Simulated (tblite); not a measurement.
# C9H18Ge: the cost of one run

Programs: tblite 0.8.0 and PySCF 2.14.0, with density-fitted response routines of our own. Each step states its level of theory. These are calculated values for one molecule in the gas phase, unless marked as measured. Atoms are numbered from 0 throughout.

## Step 1: Starting geometry

28 atoms, charge 0, multiplicity 1; geometry from: force field or distance geometry start.

Bonds of the start (Å): C0–C1 1.49, C1–C2 1.35, C2–C3 1.50, C2–C4 1.54, C4–Ge5 1.93, Ge5–C6 1.92, C6–C7 1.52, C7–C8 1.55, C8–C9 1.53, C8–C4 1.54, C0–H10 1.10, C0–H11 1.12, C0–H12 1.12, C1–H13 1.10, C3–H14 1.12, C3–H15 1.10, C3–H16 1.12, C4–H17 1.11, Ge5–H18 1.56, Ge5–H19 1.56, C6–H20 1.12, C6–H21 1.11, C7–H22 1.12, C7–H23 1.13, C8–H24 1.10, C9–H25 1.11, C9–H26 1.12, C9–H27 1.11.

## Step 2: Geometry optimisation with GFN2-xTB

Job settings and geometry (Å):

```
{"job": {"kind": "relax", "xc": "GFN2-xTB", "basis": "xTB"}, "charge": 0, "multiplicity": 1}
C      2.521900     1.427300    -1.151100
C      2.408200     0.007100    -0.705100
C      1.353100    -0.523900    -0.049400
C      1.396500    -1.978500     0.301600
C      0.097800     0.301200     0.274400
Ge    -0.358500     0.237000     2.145500
C     -2.224000    -0.057400     1.787700
C     -2.403600     0.262300     0.312400
C     -1.155000    -0.200300    -0.473100
C     -1.204300     0.305800    -1.916600
H      3.479500     1.586700    -1.669500
H      1.690200     1.661600    -1.860100
H      2.462800     2.115300    -0.266600
H      3.268400    -0.640200    -0.912600
H      0.466800    -2.313000     0.819500
H      1.524800    -2.595000    -0.596500
H      2.252900    -2.168600     0.998000
H      0.237900     1.375400     0.046600
H     -0.113900     1.617200     2.824100
H      0.281700    -0.957800     2.910200
H     -2.861800     0.601200     2.429400
H     -2.465500    -1.124600     1.988200
H     -2.540400     1.363800     0.204000
H     -3.325600    -0.258500    -0.079600
H     -1.171000    -1.304300    -0.498100
H     -2.121600    -0.072600    -2.424200
H     -1.205300     1.421600    -1.951700
H     -0.313000    -0.061400    -2.473300
```

Launch:

```sh
$ OMP_NUM_THREADS=1 python probes_run.py task.json out
```

This one command runs all jobs of the session in turn.

**Question.** How long does this first job take on 1 thread of Intel Xeon at 2.50GHz, shared host, and how much memory does it need?

About 7.2 s, with a peak of 0.19 GiB.
